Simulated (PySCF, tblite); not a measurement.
# C4H3Cl2F3Si: geometry, infrared bands and NMR shifts

Wanted: the infrared bands and NMR shifts of C4H3Cl2F3Si (`FC(F)(F)C=C=C[SiH](Cl)Cl`), by calculation.

Programs: tblite 0.8.0 and PySCF 2.14.0, with density-fitted response routines of our own. Each step states its level of theory. These are calculated values for one molecule in the gas phase, unless marked as measured. Atoms are numbered from 0 throughout.

### 1 The molecule as given

13 atoms, charge 0, multiplicity 1; geometry from: force field or distance geometry start.

Bonds of the start (Å): F0–C1 1.40, C1–F2 1.35, C1–F3 1.40, C1–C4 1.47, C4–C5 1.29, C5–C6 1.30, C6–Si7 1.84, Si7–Cl8 2.11, Si7–Cl9 2.09, C4–H10 1.07, C6–H11 1.05, Si7–H12 1.49.

### 2 Optimising the geometry with GFN2-xTB

The job: settings as JSON, then the geometry in Å.

```
{"job": {"kind": "relax", "xc": "GFN2-xTB", "basis": "xTB"}, "charge": 0, "multiplicity": 1}
F     -1.838600    -1.203100     0.758700
C     -2.189700    -0.438900    -0.357700
F     -3.442800     0.040000    -0.246100
F     -2.080800    -1.270000    -1.477100
C     -1.258300     0.679100    -0.564300
C     -0.206800     0.702200     0.181900
C      0.861200     0.707000     0.931200
Si     2.268300    -0.294200     0.298800
Cl     2.044100    -0.717800    -1.759600
Cl     4.115800     0.631800     0.578100
H     -1.359000     1.464200    -1.287400
H      0.833100     1.254600     1.827600
H      2.249100    -1.554500     1.098100
```

On the command line:

```console
$ OMP_NUM_THREADS=1 python probes_run.py task.json out
```

One launch serves the whole session: the jobs run in the order shown.

**Question.** This job is followed by: GFN2-xTB harmonic vibrations, gas phase; GIAO PBE0/pcSseg-1 NMR shielding, non-relativistic, gas phase. What will the session give for the following? strongest single infrared mode (GFN2-xTB); zero-point energy (GFN2-xTB); 13C shifts against TMS (PBE0/pcSseg-1); 1H shifts against TMS (PBE0/pcSseg-1); 19F shifts against CFCl3 (PBE0/pcSseg-1, means over atoms taken as alike); 29Si shifts against TMS (PBE0/pcSseg-1); 35Cl shifts against HCl (PBE0/pcSseg-1, means over atoms taken as alike).

The runs gave:

| quantity | value |
| --- | --- |
| strongest single infrared mode (GFN2-xTB) | 2068 cm⁻¹, 449 km/mol |
| zero-point energy (GFN2-xTB) | 38.0 kcal/mol |
| 13C shifts against TMS (PBE0/pcSseg-1) | 222.3, 133.3, 94.6, 89.3 ppm |
| 1H shifts against TMS (PBE0/pcSseg-1) | 6.00, 5.66, 5.51 ppm |
| 19F shifts against CFCl3 (PBE0/pcSseg-1, means over atoms taken as alike) | -73.1 ppm |
| 29Si shifts against TMS (PBE0/pcSseg-1) | 0.4 ppm |
| 35Cl shifts against HCl (PBE0/pcSseg-1, means over atoms taken as alike) | 56 ppm |

In words: Relaxing lowered the energy by 0.566 eV in 59 steps; the close pair that moved most is Si7–Cl8, from 2.113 to 2.007 Å. No mode is imaginary among the 33: a minimum at this level. The strongest single mode, at 2068 cm⁻¹, moves mainly C5. GFN2-xTB is a fitted tight-binding method: band positions and strengths are rough. Its intensities can rank the bands wrongly. The most deshielded carbon is C5 (central carbon of an allene), at 222.3 ppm: the central sp carbon of an allene is among the most deshielded carbons of hydrocarbons. At PBE0/pcSseg-1: Shielding is most anisotropic at Cl8, Cl9 (span 190 ppm, paramagnetic term -254 ppm).
